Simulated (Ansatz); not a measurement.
# CH2Ga (doublet): the correlation ladder, cc-pVTZ

How much of the correlation energy of CH2Ga (doublet) does each wave-function method recover here?

The runs use Ansatz 0.2.0, Gaussian basis; cc-pVTZ, core rule «outside noble gas», up to 15 orbitals frozen.

The runs, in order: UHF; CCSD(T) on ROHF; CCSD(T) on UHF; BCCD(T) on ROHF; CCSDT(Q) on ROHF; CCSDT(Q) on UHF; CASSCF and MRCISD+Q, 9 electrons in 10 orbitals; CASSCF and NEVPT2, 9 electrons in 10 orbitals.

8 further runs of the same task are left out: 3 for a known fault of the program, 5 set aside as unsound or not needed.

### 1 The geometry

The geometry is a PBE0/def2-TZVP stationary point (not a proven minimum) of the parent state, kept for this charge and spin. No spin-orbit coupling is included. The filled d shell of Ga may be among the frozen orbitals whatever the setting's name suggests; the logs give the count.

4 atoms, charge 0, spin multiplicity 2.

Atoms are counted from 1 here; the program's logs count them from 0.

Bond lengths: C1–Ga2 1.951 Å, Ga2–H3 1.561 Å, Ga2–H4 1.561 Å. Angles: C1–Ga2–H3 115.9°, C1–Ga2–H4 115.9°, H3–Ga2–H4 128.2°.

### 2 UHF

File in.yaml:

```yaml
crystal:
  periodic: [false, false, false]
  atoms:
    - {symbol: C, position_ang: [0.000000, 0.000000, 1.687532]}
    - {symbol: Ga, position_ang: [0.000000, 0.000000, -0.263371]}
    - {symbol: H, position_ang: [0.000000, -1.404653, -0.945221]}
    - {symbol: H, position_ang: [0.000000, 1.404653, -0.945221]}
basis:
  gaussian: {orbitals: cc-pVTZ}
magnetization: {spin_polarized: true, initial_magnetization: 1}
hamiltonian: {xc: hf}
output: {orbitals: {seedname: orbitals}}
```

Run with:

```sh
$ ansatz run in.yaml --threads 1 --pin off --events-out ev --progress --plain --max-ram 2560MiB --backend cpu
```

The runs that follow: CCSD(T) on ROHF; CCSD(T) on UHF; BCCD(T) on ROHF; CCSDT(Q) on ROHF; CCSDT(Q) on UHF; CASSCF and MRCISD+Q, 9 electrons in 10 orbitals; CASSCF and NEVPT2, 9 electrons in 10 orbitals.

Before running them: what should the planned runs give, taken together? Wanted: RCCSDT(Q) below the RHF energy; RMP2 from RCCSDT(Q); UMP2 from RCCSDT(Q); RCCSD from RCCSDT(Q); RCCSD(T) from RCCSDT(Q); UCCSD(T) from RCCSDT(Q); UCCSDT(Q) from RCCSDT(Q); NEVPT2 valence from RCCSDT(Q); MRCISD+Q valence from RCCSDT(Q).

The runs gave:

| quantity | value |
| --- | --- |
| RCCSDT(Q) below the RHF energy | -6.0306 eV |
| RMP2 from RCCSDT(Q) | +1285.9 meV |
| UMP2 from RCCSDT(Q) | +1231.8 meV |
| RCCSD from RCCSDT(Q) | +239.6 meV |
| RCCSD(T) from RCCSDT(Q) | +50.8 meV |
| UCCSD(T) from RCCSDT(Q) | -46.7 meV |
| UCCSDT(Q) from RCCSDT(Q) | -0.5 meV |
| NEVPT2 valence from RCCSDT(Q) | +926.1 meV |
| MRCISD+Q valence from RCCSDT(Q) | +12.5 meV |
| levels within 1 kcal/mol (43 meV) | RCCSDT, UCCSDT, UCCSDT(Q), MRCISD+Q valence |
| T1 diagnostic | 0.022 |
| effectively unpaired electrons | 1.07 |

RCCSD(T) lands +50.8 meV from the yardstick (0.8 % of the correlation energy). CCSD(T) misses by +50.8 meV on the restricted determinant and by -46.7 meV on the unrestricted one; the two need not hold the same state or core. One determinant dominates. Of the multireference levels listed MRCISD+Q valence comes nearest in total energy (+12.5 meV), which doesn't show that its space is the better one. These misses are within one basis, not against nature; the frozen cores of restricted and unrestricted runs differ, which can shift their rows.
